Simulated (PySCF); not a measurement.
# A diatomic session: CaAl+

One table from this session's results is given with a row withheld; the runs are named, their logs left out.

Method: Ca pcseg-1, Al pcseg-1, no relativity; program: PySCF 2.14.0.

Set-up of the first run:

A driver script around PySCF takes these settings:

| Item | Value |
| --- | --- |
| atoms | Ca, Al |
| charge | 1 |
| basis | Ca pcseg-1, Al pcseg-1 |
| Hamiltonian | no relativity |
| basis functions | 42 |
| electrons treated | 32 |
| masses in u | 39.9626, 26.9815 |
| levels | PBE0, PBE, r²SCAN, M06-2X, r²SCANh, B97-3, CAM-B3LYP, HF, MP2, SCS-MP2, CCSD, CCSD(T) |
| grid | 80 radial by 434 angular points |
| occupations | held fixed by the projection of orbital angular momentum |
| dissociation limit | Ca + Al+, each in its ground configuration |
| starting distance in angstrom | 2.885 |
| values of 2S to try | 0, 2 |

The run is started by

```bash
OMP_NUM_THREADS=1 python dia.py task.json out
```

Among the steps run: Input; PBE0 along the bond; Higher solutions at PBE0; PBE (GGA); r²SCAN (meta-GGA); M06-2X (hybrid meta-GGA); r²SCANh (hybrid meta-GGA); B97-3; CAM-B3LYP (range-separated hybrid); RHF (mean field); Adding correlation.

One of the session's tables, all rows but one given; the rest of the session is left out.

It belongs to the step «Constants by level of theory». 

| level | Re (Å) | ωe (cm⁻¹) | De (eV) |
| --- | --- | --- | --- |
| RHF | ? | ? | ? |
| RHF-MP2 | 3.563 | 155.3 | 1.14 |
| RHF-SCS-MP2 | 3.580 | 151.8 | 1.11 |
| RHF-CCSD | 3.538 | 159.8 | 1.18 |
| RHF-CCSD(T) | 3.530 | 160.7 | 1.23 |
| PBE | 3.492 | 159.1 | 1.71 |
| r²SCAN | 3.491 | 164.2 | 1.73 |
| r²SCANh | 3.491 | 165.1 | 1.68 |
| PBE0 | 3.485 | 164.9 | 1.62 |
| B97-3 | 3.511 | 160.5 | 1.52 |
| M06-2X | 3.535 | 156.1 | 1.36 |
| CAM-B3LYP | 3.495 | 161.4 | 1.35 |

Q: Estimate the row for RHF from the others.

**Answer.** Re (Å): 3.630; ωe (cm⁻¹): 148.1; De (eV): 1.05. In the column «Re (Å)» it is the highest.
